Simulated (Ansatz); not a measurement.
# CHGa (triplet): from a generated start to a stationary point

Where does this start of CHGa (triplet) end when it is relaxed?

Computed with Ansatz 0.2.0, Gaussian basis. Level: UKS PBE0/def2-TZVP.

## 1. The system as given

3 atoms, charge 0, spin multiplicity 3.

Atoms are counted from 1 here; the program's logs count them from 0.

Bond lengths: C1–Ga2 1.945 Å, Ga2–H3 1.668 Å. Angles: C1–Ga2–H3 180.0°.

Coordinates:

```xyz
3

C     0.0000    0.0000   -1.8529
Ga    0.0000    0.0000    0.0923
H     0.0000    0.0000    1.7606
```

The start was built by rule and, where that kept it together, relaxed with GFN2-xTB. Sticks and bond lists go by distance. No spin-orbit coupling is included. 

## 2. Relaxation

File in.yaml:

```yaml
crystal:
  periodic: [false, false, false]
  atoms:
    - {symbol: C, position_ang: [0.000000, 0.000000, -1.852898]}
    - {symbol: Ga, position_ang: [0.000000, 0.000000, 0.092334]}
    - {symbol: H, position_ang: [0.000000, 0.000000, 1.760563]}
basis:
  gaussian: {orbitals: def2-TZVP}
magnetization: {spin_polarized: true, initial_magnetization: 2}
hamiltonian: {xc: pbe0}
relax: {f_tol: 0.004, max_steps: 80}
```

On the command line:

```bash
$ ansatz run in.yaml --threads 1 --pin off --events-out ev --progress --plain --max-ram 2176MiB
```

Before running it: what results should come out? Wanted: energy gained; shift from the start; total energy; dipole moment; ⟨S²⟩.

As calculated:

| quantity | value |
| --- | --- |
| steps | 4 |
| energy gained | 0.064 eV |
| shift from the start (rms) | 0.058 Å |
| total energy | -53417.5059 eV |
| dipole moment | 3.58 D |
| ⟨S²⟩ | 2.005 |

In words: The bonds of the start are those of the end. Ga2–H3 went from 1.668 to 1.572 Å. No vibrations were run, so this is a stationary point, not a proven minimum, and this spin need not be the ground state's.
